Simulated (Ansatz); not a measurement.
# MoSe: the cost of one run

Computed with Ansatz 0.2.0 (DFT PBE+U, scalar-relativistic, plane waves, PAW, unless a step's input says otherwise).

## 1. The starting structure

The structure is cubic, space group Pm-3m (No. 221). The conventional cell has a = 3.734 Å, b = 3.734 Å, c = 3.734 Å, α = 90.00°, β = 90.00°, γ = 90.00°. Mo (site symmetry m-3m) is surrounded by 8 Se at 3.23 Å. Around Se (site symmetry m-3m) lie 8 Mo at 3.23 Å.

As a file:

```
CELL_PARAMETERS angstrom
3.73377 0.00000 0.00000
0.00000 3.73377 3.73377
0.00000 0.00000 7.46753
ATOMIC_POSITIONS crystal
Mo 0.00000 0.00000 0.00000
Se 0.50000 0.50000 0.00000
Mo 0.00000 0.00000 0.50000
Se 0.50000 0.50000 0.50000
```

## 2. Input and output

File input.yaml:

```yaml
crystal:
  lattice:
    - [3.7337665803, 0.0, 0.0]
    - [0.0, 3.7337665803, 3.7337665803]
    - [0.0, 0.0, 7.4675331606]
  atoms:
    - { symbol: Mo, position: [0.0, 0.0, 0.0], spin: 2.0 }
    - { symbol: Se, position: [0.5, 0.5, 0.0] }
    - { symbol: Mo, position: [0.0, 0.0, 0.5], spin: -2.0 }
    - { symbol: Se, position: [0.5, 0.5, 0.5] }
basis:
  ecutwfc: 420
kpoints:
  mp_grid: { grid: [12, 12, 6] }
hamiltonian:
  xc: pbe
  hubbard: { sites: [{ species: Mo, l: d, u_eff: 4.38 }] }
scf:
  occupations: { method: gaussian, width: 0.1 }
output:
  forces: true
  stress: true
  eigenvalues: true
  populations: true
magnetization:
  spin_polarized: true
```

Started as:

```sh
> ansatz run input.yaml --threads 1 --pin off --max-ram 2560MiB --backend cpu --events-out ev --progress --plain --runs-dir out
```

**Question.** How long does this run take on 1 thread of Arm Neoverse V1, shared host, and how much memory does it need?

About 52 s, with a peak of 1 GiB.
